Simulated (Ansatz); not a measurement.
# CH3F3HfSe: one species, many methods

An exercise on one series of results from a longer session: the logs are not shown, and one member is left open.

Program: Ansatz 0.2.0, Gaussian basis. Level of theory: functionals in def2-TZVPP, the program's frozen cores in correlated methods. These are calculated values, not measurements.

Levels to be run: LDA (SPW92), PBE-D4, revPBE-D4, BLYP-D4, r2SCAN-D4, B97M-V, PBE0-D4, B3LYP-D4, r2SCANh-D4, r2SCAN0-D4, HSE06-D4, BHLYP-D4, CAM-B3LYP-D4, LC-ωPBE, ωB97X-V, ωB97M-V, B2PLYP, PBE-QIDH; CCSD(T)/def2-SVP; MP2/def2-TZVPP; MP2/def2-QZVPP; RPA on PBE.

## Structure used throughout

An earlier PBE0-D4 in a triple-zeta def2 set relaxation fixed the geometry. Hf takes the def2 core potential; no spin-orbit term is included.

SMILES `C[Se][Hf]([F])([F])[F]`, 9 atoms, charge 0, spin multiplicity 1.

Atoms are counted from 1 here; the program's logs count them from 0.

Bond lengths: C1–Se2 1.977 Å, C1–H7 1.088 Å, C1–H8 1.088 Å, C1–H9 1.089 Å, Se2–Hf3 2.557 Å, Hf3–F4 1.899 Å, Hf3–F5 1.895 Å, Hf3–F6 1.899 Å. Angles: Se2–C1–H7 110.3°, Se2–C1–H8 105.9°, Se2–C1–H9 111.1°, H7–C1–H8 109.5°, H7–C1–H9 111.0°, H8–C1–H9 108.9°, C1–Se2–Hf3 93.0°, Se2–Hf3–F4 108.4°, Se2–Hf3–F5 108.6°, Se2–Hf3–F6 107.9°, F4–Hf3–F5 112.0°, F4–Hf3–F6 107.3°, F5–Hf3–F6 112.4°.

As a file:

```mol
CH3F3HfSe
  3D, bonds by distance, orders not assigned

  9  8  0  0  0  0  0  0  0  0999 V2000
   -0.0631   -1.2848    1.0845 C   0  0
    1.5009   -0.6159    0.0779 Se  0  0
    0.1476    1.2278   -1.0646 Hf  0  0
   -1.2523    0.4167   -2.0583 F   0  0
    1.3106    2.2365   -2.1691 F   0  0
   -0.6599    2.2850    0.2907 F   0  0
   -0.7635   -1.7735    0.4109 H   0  0
    0.3274   -2.0119    1.7933 H   0  0
   -0.5476   -0.4799    1.6347 H   0  0
  1  2  8  0
  2  3  8  0
  3  4  8  0
  3  5  8  0
  3  6  8  0
  1  7  8  0
  1  8  8  0
  1  9  8  0
M  END
```

Set-up of the first run:

File in.yaml:

```yaml
crystal:
  periodic: [false, false, false]
  atoms:
    - {symbol: C, position_ang: [-0.063150, -1.284766, 1.084489]}
    - {symbol: Se, position_ang: [1.500897, -0.615935, 0.077917]}
    - {symbol: Hf, position_ang: [0.147558, 1.227835, -1.064636]}
    - {symbol: F, position_ang: [-1.252318, 0.416678, -2.058304]}
    - {symbol: F, position_ang: [1.310575, 2.236508, -2.169128]}
    - {symbol: F, position_ang: [-0.659862, 2.284977, 0.290717]}
    - {symbol: H, position_ang: [-0.763537, -1.773524, 0.410915]}
    - {symbol: H, position_ang: [0.327440, -2.011900, 1.793339]}
    - {symbol: H, position_ang: [-0.547613, -0.479873, 1.634681]}
basis:
  gaussian: {orbitals: def2-TZVPP}
hamiltonian: {xc: lda}
output: {orbitals: {seedname: orbitals}}
```

Launch:

```
$ ansatz run in.yaml --threads 4 --pin off --events-out ev --progress --plain --max-ram 11315MiB
```

Steps of the session up to this table: LDA; PBE-D4 (GGA); revPBE-D4 (GGA); BLYP-D4 (GGA); r2SCAN-D4 (meta-GGA); B97M-V (meta-GGA); B3LYP-D4 (hybrid); r2SCANh-D4 (hybrid); r2SCAN0-D4 (hybrid); HSE06-D4 (hybrid); BHLYP-D4 (hybrid); CAM-B3LYP-D4 (range-separated); LC-ωPBE (range-separated); ωB97X-V (range-separated); ωB97M-V (range-separated); B2PLYP (double hybrid); PBE-QIDH (double hybrid).

One of the session's tables, all rows but one given; the rest of the session is left out.

It belongs to the step «Orbital energies across the functionals». 

| functional | HOMO (eV) | LUMO (eV) | gap (eV) |
| --- | --- | --- | --- |
| LDA (SPW92) | -6.23 | -2.62 | 3.61 |
| PBE-D4 | -6.05 | -2.32 | 3.73 |
| revPBE-D4 | -5.98 | -2.20 | 3.78 |
| BLYP-D4 | -5.89 | -2.21 | 3.68 |
| r2SCAN-D4 | -6.31 | -2.13 | 4.18 |
| B97M-V | -6.35 | -2.13 | 4.21 |
| PBE0-D4 | -7.18 | -1.48 | 5.70 |
| B3LYP-D4 | -6.96 | -1.72 | 5.24 |
| r2SCANh-D4 | ? | ? | ? |
| r2SCAN0-D4 | -7.36 | -1.37 | 5.99 |
| HSE06-D4 | -6.79 | -1.86 | 4.93 |
| BHLYP-D4 | -8.16 | -0.55 | 7.61 |
| CAM-B3LYP-D4 | -8.43 | -0.41 | 8.02 |
| LC-ωPBE | -9.72 | 0.83 | 10.55 |
| ωB97X-V | -9.40 | 0.70 | 10.09 |
| ωB97M-V | -9.27 | 0.52 | 9.79 |

Estimate the missing values for r2SCANh-D4.

Worked estimate for «HOMO (eV)». Against the share of exact exchange, r2SCAN-D4 (0, -6.31), r2SCAN0-D4 (0.25, -7.36) give a slope of -4.20 per unit share; at 0.1 the line stands at -6.73.

As computed: HOMO (eV): -6.73; LUMO (eV): -1.83; gap (eV): 4.90. In «HOMO (eV)» the line misses by 0.00.
